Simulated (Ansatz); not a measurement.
2 structures of LaS: a ranking of polymorphs by energy, run with the Ansatz DFT code, driven from Python.

`las.py`
```python
'''Polymorphs of LaS, at the given cells.'''

from dataclasses import dataclass
import warnings

import ansatz as az
import numpy as np
import spglib


@dataclass
class Options:
    xc: str = 'LDA'
    cutoff_ev: int = 460
    kspacing: float = 0.3
    smearing: str = 'fermi_dirac'
    smearing_width: float = 0.1


settings = Options()


def solve(name, crystal):
    calc = (
        crystal.calculation()
        .functional(settings.xc)
        .basis(settings.cutoff_ev)
        .kpoints(spacing=settings.kspacing)
        .occupations(settings.smearing, width=settings.smearing_width)
        .stress()
        .band_table()
    )
    return calc.run(threads=1)


def space_group(outcome):
    sites = outcome.report['lattice']['sites']
    kinds = sorted({site['symbol'] for site in sites})
    cell = (outcome.lattice.cell_ang, [site['position_frac'] for site in sites], [kinds.index(site['symbol']) for site in sites])
    return spglib.get_spacegroup(cell, symprec=0.01)


def pressure_gpa(outcome):
    return float(np.trace(outcome.report['stress_gpa']) / 3)


def volume_per_atom(outcome):
    return abs(np.linalg.det(outcome.lattice.cell_ang)) / len(outcome.lattice.sites)

warnings.simplefilter('ignore')

phases = {}
fm_3m = (
    az.Lattice.from_parameters(4.139403, 4.139403, 4.139403, alpha=60.0, beta=60.0, gamma=60.0)
    .atom('La', (0.0, 0.0, 0.0))
    .atom('S', (0.5, 0.5, 0.5))
)
phases['Fm-3m'] = fm_3m
p4_nmm = (
    az.Lattice.of((4.075504, 0.0, 0.0), (0.0, 4.075504, 0.0), (0.0, 0.0, 10.60026))
    .atom('La', (0.0, 0.5, 0.621591))
    .atom('La', (0.5, 0.0, 0.378409))
    .atom('S', (0.5, 0.0, 0.654562))
    .atom('S', (0.0, 0.5, 0.345438))
)
phases['P4/nmm'] = p4_nmm

done = {}
for name, crystal in phases.items():
    try:
        done[name] = solve(name, crystal)
    except az.NonConvergedError as error:
        print(name, 'did not converge:', str(error)[:120])

energy = {name: o.report['energy_sigma0_ev'] / len(o.lattice.sites) for name, o in done.items()}
lowest = min(energy.values())
rows = [(name, len(o.lattice.sites), 1000 * (energy[name] - lowest), space_group(o), pressure_gpa(o), volume_per_atom(o)) for name, o in done.items()]
rows.sort(key=lambda row: row[2])
print('     phase       atoms  dE (meV/atom)  space group     P (GPa)  V (A^3/atom)')
for row in rows:
    print(f'{str(row[0]):>10}  {row[1]:10d}  {row[2]:13.1f}  {str(row[3]):>11}  {row[4]:10.2f}  {row[5]:12.3f}')
print('lowest in energy:', rows[0][0])
```

Which of these structures comes out lowest, and how far apart are they?

By space group at the end of each run: Fm-3m (+0 meV an atom, 25.1 Å³) and P4/nmm (+387 meV an atom, 44.0 Å³).

The run itself:

Running `python las.py` prints:
```text
     phase       atoms  dE (meV/atom)  space group     P (GPa)  V (A^3/atom)
     Fm-3m           2            0.0  Fm-3m (225)       -3.69        25.077
    P4/nmm           4          386.7  P4/nmm (129)       -2.33        44.017
lowest in energy: Fm-3m
```

Reading the output:
- For the metals among these phases the mesh is modest: differences between phases can be off by up to 40 meV an atom.
- Pressure is positive in compression.
- The cells come from databases of deposited and of computed structures, and not all need be stable phases.
- The ranking holds among these structures alone, at zero temperature; the ground state may be another structure. Differences under about 40 meV an atom lie within the error of mesh and functional.
- Hardware and time: 8.6 s on 1 thread of Arm Neoverse V1, on a shared host, peak memory 0.49 GiB.
